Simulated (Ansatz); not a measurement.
This was printed by a script on the Python package of Ansatz (0.2.0), for a single point in a Gaussian basis of C₂H₇FSi₂, SMILES FC1C[SiH]1[SiH3]. What did the script look like? Level of theory: CAM-B3LYP, def2-SVP basis, multiplicity 1.

`c2h7fsi2.xyz`
```text
12

F    -1.85540   -0.33540    1.19090
C    -1.57370    0.35240    0.00030
C    -0.60440    1.45210    0.09110
Si    0.05050   -0.07430   -0.84120
Si    1.49580   -1.33260    0.25030
H    -2.46190    0.52170   -0.59180
H    -0.67500    2.33020   -0.50820
H    -0.04860    1.62650    1.05160
H     0.12650    0.26670   -2.23810
H     1.11140   -1.58060    1.70470
H     2.80830   -0.64630    0.30410
H     1.70370   -2.63550   -0.37970
```

```console
$ python energy_c2h7fsi2.py
[INFO] converged              True
[INFO] free_energy_ev         -20647.7492775189
[INFO] reference_energy_ev    -20647.7492775189
[INFO] n_frozen               0
[INFO] n_occupied             [28, 28]
[INFO] n_virtual              [85, 85]
[INFO] forces (eV/A)
[INFO]   F     0.1649    0.7489   -0.9396
[INFO]   C    -0.4210   -1.1168    0.9225
[INFO]   C     2.0570   -0.3809    1.5351
[INFO]   Si   -1.0567    1.0087   -0.0304
[INFO]   Si    1.0109   -0.6888    1.6577
[INFO]   H    -0.5616    0.0382   -0.1534
[INFO]   H    -0.5391    0.8946   -0.4833
[INFO]   H    -0.8509   -0.1358   -0.5667
[INFO]   H     0.0658   -0.1762   -0.9166
[INFO]   H    -0.0847    0.1949   -0.6427
[INFO]   H     0.1916    0.0754   -0.0873
[INFO]   H     0.0238   -0.4621   -0.2953
   atom  mulliken  lowdin
0     F    -0.262   0.012
1     C     0.155  -0.057
2     C    -0.195  -0.124
3    Si     0.107   0.134
4    Si     0.277   0.243
5     H     0.041  -0.003
6     H     0.060   0.015
7     H     0.082   0.043
8     H    -0.055  -0.060
9     H    -0.054  -0.056
10    H    -0.078  -0.073
11    H    -0.078  -0.074
dipole (e A): [ 0.1196  0.1581 -0.311 ]
[INFO] HOMO -7.893 eV, LUMO 0.852 eV, gap 8.745 eV
```

The script that was run (others could print the same):

The script, `energy_c2h7fsi2.py`:
```python
"""Single point of C2H7FSi2 in a Gaussian basis."""

from pathlib import Path
import json
import logging
import sys

import ansatz as az
import numpy as np
import pandas as pd

logging.basicConfig(stream=sys.stdout, format="[%(levelname)s] %(message)s")
logger = logging.getLogger("run")
logger.setLevel(logging.INFO)

c2h7fsi2 = az.Crystal.molecule_from_extxyz("c2h7fsi2.xyz")

base = (
    c2h7fsi2.calculation()
    .basis(gaussian="def2-SVP")
    .functional("CAM-B3LYP")
    .forces()
    .orbitals()
)
out = base.run(threads=1, runs_dir="c2h7fsi2_runs")
data = out.report

for key in ("converged", "free_energy_ev", "reference_energy_ev", "n_frozen", "n_occupied", "n_virtual"):
    logger.info(f"{key:22s} {data[key]}")

symbols = [site.symbol for site in c2h7fsi2.cartesian_sites]
logger.info("forces (eV/A)")
for symbol, f in zip(symbols, data["forces_ev_ang"]):
    logger.info(f"  {symbol:2s} {f[0]:9.4f} {f[1]:9.4f} {f[2]:9.4f}")

charges = data["charge_distribution"]
table = pd.DataFrame({"atom": symbols, "mulliken": charges["mulliken_charges_e"], "lowdin": charges["lowdin_charges_e"]})
print(table.round(3).to_string())
print("dipole (e A):", np.round(charges["dipole_moment_e_ang"], 4) + 0.0)

lines = Path(data["orbitals_path"]).read_text().splitlines()
field_of = lambda key: [line.split("=")[1].strip() for line in lines if line.startswith(key)]
orbitals = [(27.211386 * float(e), s, float(n)) for e, s, n in zip(field_of("Ene="), field_of("Spin="), field_of("Occup="))]
homo = max(e for e, _, n in orbitals if n > 0.5)
lumo = min(e for e, _, n in orbitals if n < 0.5)
logger.info(f"HOMO {homo:.3f} eV, LUMO {lumo:.3f} eV, gap {lumo - homo:.3f} eV")
with open("c2h7fsi2.json", "w") as handle:
    json.dump({k: data[k] for k in ("free_energy_ev", "reference_energy_ev", "n_occupied", "n_virtual")}, handle, indent=1)
```

Caveats:
- Total energies depend on the basis set; only differences at equal settings carry meaning.
- The geometry is a force-field or estimated start, not a minimum of this method, and the basis set is short of its limit.
- The Löwdin charges here are taken after orthogonalising the functions within each atom; they differ from plain Löwdin charges, and their signs can be unphysical.
- Levels such as HOMO and LUMO are orbital energies: with these approximate functionals they aren't the ionisation energy and electron affinity, and their gap isn't the fundamental gap.
- It ran for 6.1 s on 1 thread of Arm Neoverse V2, with other jobs on the host, peak memory 0.39 GiB.

(Lines on the test bed's own set-up are left out of the output.)
